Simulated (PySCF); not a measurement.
# C2H8OSi: the cost of one run

Programs: PySCF 2.14.0, with density-fitted response routines of our own. Each step states its level of theory. These are calculated values for one molecule in the gas phase, unless marked as measured. Atoms are numbered from 0 throughout.

### 1 The molecule as given

12 atoms, charge 0, multiplicity 1; geometry from: GFN2-xTB. The atoms were then displaced at random by about 0.01 Å, so the start is not that level's minimum.

Bonds of the start (Å): C0–C1 1.50, C1–O2 1.38, O2–Si3 1.66, C0–H4 1.11, C0–H5 1.07, C0–H6 1.11, C1–H7 1.08, C1–H8 1.08, Si3–H9 1.44, Si3–H10 1.47, Si3–H11 1.44.

### 2 Geometry optimisation at PBE0-D3(BJ)/def2-SVP

Job settings and geometry (Å):

```
{"job": {"xc": "PBE0", "basis": "def2-SVP", "d3": "d3bj", "grid": 1, "shake": 0.01, "kind": "geom"}, "charge": 0, "multiplicity": 1}
C     -1.696460     0.716890     0.415640
C     -0.673760    -0.097110    -0.310080
O      0.560460     0.099270     0.280680
Si     2.052450    -0.535710    -0.082150
H     -2.692380     0.587150    -0.059940
H     -1.773680     0.457040     1.455080
H     -1.444230     1.793680     0.359060
H     -0.919940    -1.150560    -0.266400
H     -0.618940     0.200500    -1.346390
H      2.421980    -0.200390    -1.436860
H      1.991020    -2.004550     0.032360
H      2.833160     0.105500     0.949990
```

The run is started by

```console
$ OMP_NUM_THREADS=1 python probes_run.py task.json out
```

This one command runs all jobs of the session in turn.

**Question.** How long does this first job take on 1 thread of Arm Neoverse V2, shared host, and how much memory does it need?

About 14 s, with a peak of 0.41 GiB.
